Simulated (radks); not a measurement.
# Polarisabilities and dispersion coefficients of He, Li⁺, Be²⁺ and others

Aim: static dipole polarisabilities and C6 coefficients, each species in its NIST ground configuration. After each ground state the linear response is solved; its values go to the run's result record, not to the log. Response by self-consistent Sternheimer equations with the Hartree and adiabatic exchange-only LDA kernel.

Program: radks (a radial shooting solver on a logarithmic mesh, Libxc functionals) version 1. Level of theory: non-relativistic Kohn-Sham, exchange-only LDA, spin-unpolarised, spherical densities, point nucleus. These are calculated values, not measurements, unless marked.

## 1. The atom as given

```
species : He ([He]), Li⁺ ([He]), Be²⁺ ([He]), B³⁺ ([He]), C⁴⁺ ([He]), N⁵⁺ ([He]), O⁶⁺ ([He]), F⁷⁺ ([He]), Ne⁸⁺ ([He])
```

## 2. He, [He]

Settings of this run:

```text
Z 2
configuration [He]
relativity non-relativistic
functional lda,
spin unpolarised
nucleus point
response adiabatic LDA kernel
```

## 3. Li⁺, [He]

Changes since step 2:

```diff
@@ -1,2 +1,2 @@
-Z 2
+Z 3
 configuration [He]
```

## 4. Be²⁺, [He]

Changes since step 3:

```diff
@@ -1,2 +1,2 @@
-Z 3
+Z 4
 configuration [He]
```

## 5. B³⁺, [He]

Changes since step 4:

```diff
@@ -1,2 +1,2 @@
-Z 4
+Z 5
 configuration [He]
```

## 6. C⁴⁺, [He]

Changes since step 5:

```diff
@@ -1,2 +1,2 @@
-Z 5
+Z 6
 configuration [He]
```

## 7. N⁵⁺, [He]

Changes since step 6:

```diff
@@ -1,2 +1,2 @@
-Z 6
+Z 7
 configuration [He]
```

## 8. O⁶⁺, [He]

Changes since step 7:

```diff
@@ -1,2 +1,2 @@
-Z 7
+Z 8
 configuration [He]
```

## 9. F⁷⁺, [He]

Changes since step 8:

```diff
@@ -1,2 +1,2 @@
-Z 8
+Z 9
 configuration [He]
```

## 10. Ne⁸⁺, [He]

Changes since step 9:

```diff
@@ -1,2 +1,2 @@
-Z 9
+Z 10
 configuration [He]
```

**Question.** What will these runs give? Wanted: for each run, species; −ε(HOMO); α; α uncoupled; C6; C8; recommended α.

As calculated:

```
species  −ε(HOMO) (eV)  α (bohr³)  α uncoupled (bohr³)  C6 (hartree bohr⁶)  C8 (hartree bohr⁸)  recommended α (bohr³)
     He         14.067      1.765                1.946               2.027               24.80                1.38375
    Li⁺         57.724     0.2197               0.2359             0.09386              0.3502                      -
   Be²⁺         128.64    0.05730              0.06053             0.01273             0.02281                      -
    B³⁺         226.79    0.02108              0.02204            0.002867            0.003010                      -
    C⁴⁺         352.15   0.009492             0.009854           0.0008719           0.0006008                      -
    N⁵⁺         504.73   0.004886             0.005045           0.0003227           0.0001563                      -
    O⁶⁺         684.52   0.002765             0.002845           0.0001361           4.881e-05                      -
    F⁷⁺         891.52   0.001681             0.001724           6.346e-05           1.764e-05                      -
   Ne⁸⁺         1125.7   0.001080             0.001104           3.242e-05           7.276e-06                      -
```

What this shows: Uncoupled leaves out the potential induced by the response; C6 and C8 are for like pairs. He is the most polarisable and Ne⁸⁺ the least, a factor 1635 apart. For the pair He–Ne⁸⁺ the Casimir-Polder integral gives C6 = 0.002612, the rule 2·Ca·Cb/(Ca·αb/αa + Cb·αa/αb) on the like-pair values 0.002423. Against the recommended values (Schwerdtfeger and Nagle, 2023 table) the misses are He +28 %. C8 is given only where no p, d or f shell is open.
